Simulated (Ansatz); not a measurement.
**AlH4SbSi: small, medium and large basis sets**

An exercise on one series of results from a longer session: the logs are not shown, and one member is left open.

Method: one geometry, several basis sets; program: Ansatz 0.2.0, Gaussian basis.

Plan: PBE0-D4/def2-SVP; ωB97M-V/def2-SVP; PBE0-D4/def2-QZVPP; ωB97M-V/def2-QZVPP; the functionals' def2-TZVPP values are taken from earlier runs.

## The relaxed structure

An earlier PBE0-D4 in a triple-zeta def2 set relaxation fixed the geometry. Sb takes the def2 core potential; no spin-orbit term is included.

SMILES `[AlH]1[SiH2][SbH]1`, 7 atoms, charge 0, spin multiplicity 1.

Atoms are counted from 1 here; the program's logs count them from 0.

Bond lengths: Al1–Si2 2.353 Å, Al1–Sb3 2.590 Å, Al1–H4 1.577 Å, Si2–Sb3 2.630 Å, Si2–H5 1.488 Å, Si2–H6 1.486 Å, Sb3–H7 1.803 Å. Angles: Si2–Al1–Sb3 64.1°, Si2–Al1–H4 154.0°, Sb3–Al1–H4 141.2°, Al1–Si2–Sb3 62.3°, Al1–Si2–H5 131.5°, Al1–Si2–H6 116.3°, Sb3–Si2–H5 117.5°, Sb3–Si2–H6 106.5°, H5–Si2–H6 109.9°, Al1–Sb3–Si2 53.6°, Al1–Sb3–H7 49.0°, Si2–Sb3–H7 80.4°.

The first run:

in.yaml reads:

```yaml
crystal:
  periodic: [false, false, false]
  atoms:
    - {symbol: Al, position_ang: [-0.895048, -0.711208, -0.620087]}
    - {symbol: Si, position_ang: [0.193797, 1.109467, 0.398386]}
    - {symbol: Sb, position_ang: [1.689000, -0.852287, -0.513614]}
    - {symbol: H, position_ang: [-2.159168, -1.575881, -0.997185]}
    - {symbol: H, position_ang: [0.353260, 1.488703, 1.828341]}
    - {symbol: H, position_ang: [0.463341, 2.284626, -0.470903]}
    - {symbol: H, position_ang: [0.416019, -1.811420, 0.329262]}
basis:
  gaussian: {orbitals: def2-SVP}
hamiltonian: {xc: pbe0, dispersion: d4}
output: {orbitals: {seedname: orbitals}}
```

On the command line:

```sh
$ ansatz run in.yaml --threads 2 --pin off --events-out ev --progress --plain --max-ram 4352MiB
```

Among the steps run: PBE0-D4 in def2-SVP; ωB97M-V in def2-SVP; PBE0-D4 in def2-QZVPP; ωB97M-V in def2-QZVPP.

One table of the session follows, with a row left open; its other results are not shown here.

It belongs to the step «Density functionals: the series». 

| functional | basis | HOMO (eV) | LUMO (eV) |
| --- | --- | --- | --- |
| PBE0-D4 | def2-SVP | -6.07 | -2.03 |
| PBE0-D4 | def2-TZVPP | -6.05 | -2.04 |
| PBE0-D4 | def2-QZVPP | -6.05 | -2.05 |
| ωB97M-V | def2-SVP | ? | ? |
| ωB97M-V | def2-TZVPP | -7.86 | -0.34 |
| ωB97M-V | def2-QZVPP | -7.86 | -0.40 |

Estimate the missing values for ωB97M-V, def2-SVP.

The run gave: HOMO (eV): -7.85; LUMO (eV): -0.27. In the column «HOMO (eV)» it lies between ωB97M-V, def2-QZVPP (-7.86) and PBE0-D4, def2-SVP (-6.07).
